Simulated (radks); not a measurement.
# Ta⁺ in [Xe] 4f14 5d3 6s0.75 6d0.25: an all-electron calculation

Wanted: eigenvalues, radial structure and energy terms of the tantalum ion Ta+.

The numbers are computed with radks (a radial shooting solver on a logarithmic mesh, Libxc functionals) version 1 (scalar-relativistic Kohn-Sham, SOGGA, spin-polarised, spherical densities, point nucleus; open shells are filled with parallel spins first), except any that are marked as measured or tabulated.

### 1 Starting point

```
element       : tantalum (Z = 73)
charge        : +1
electrons     : 72
configuration : [Xe] 4f14 5d3 6s0.75 6d0.25
```

### 2 The calculation

The run's settings:

```text
Z 73
configuration [Xe] 4f14 5d3 6s0.75 6d0.25
relativity scalar-relativistic
functional sogga,pbe
spin polarised
nucleus point
c 137.035999084
```

What does the calculation give?

As calculated:

| quantity | value |
| --- | --- |
| total energy | -15599.0352 hartree |
| exchange-correlation share of it | 1.99 % |
| −T/E | 1.0989 |
| highest occupied level | 6d up, -2.865 eV |
| most extended occupied level | 6d up, <r> = 7.50 bohr |
| radius at density 0.001 e/bohr³ | 4.26 bohr |
| maxima of the radial density | 4 |

6 principal shells are occupied and 4 maxima appear in the radial density; where shells overlap, one shows as a shoulder or not at all. −T/E is 1.099: with relativity the kinetic term as defined here no longer equals −E. This is not the tabulated ground configuration, so its levels and sizes aren't those of the ground state, and no measured value stands beside it.
